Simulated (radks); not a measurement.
# Excited configurations of Bi

The task here is to estimate one member of a computed series from the others.

Method: Dirac Kohn-Sham, PBE, spin-unpolarised, spherical densities, point nucleus; open shells fill j = l - 1/2 first. Code: radks (a radial shooting solver on a logarithmic mesh, Libxc functionals) version 1.

### The atom as given

* element: bismuth (Z = 83)
* charge: 0
* electrons: 83
* configuration: [Hg] 6p3

The first run:

Settings of this run:

```text
Z 83
configuration [Hg] 6p3
relativity Dirac
functional pbe,pbe
spin unpolarised
j_filling energy
nucleus point
c 137.035999084
```

Steps of the session up to this table: Ground configuration: [Hg] 6p3.

One table of the session follows, with a row left open; its other results are not shown here.

It belongs to the step «Ground configuration: [Hg] 6p3». Radial moments (bohr):

```
level     <r>  outermost maximum (interpolated)  90 % within  nodes
4f7/2  0.4442                             0.344        0.703      0
5p1/2  0.8856                             0.807         1.27      3
5p3/2  0.9753                             0.883         1.41      3
5d3/2   1.212                              1.02         1.82      2
5d5/2   1.257                              1.05         1.90      2
6s1/2       ?                                 ?            ?      ?
6p1/2   2.787                              2.25         4.23      4
6p3/2   3.263                              2.58         5.01      4
```

Q: Estimate the row for 6s1/2 from the others.

As computed: <r>: 2.188; outermost maximum (interpolated): 1.88; 90 % within: 3.21; nodes: 5. In the column «<r>» it lies between 5d5/2 (1.257) and 6p1/2 (2.787).

To keep in mind: Spin polarisation and multiplet splitting are left out, so open shells lie too high by an amount that depends on their filling.
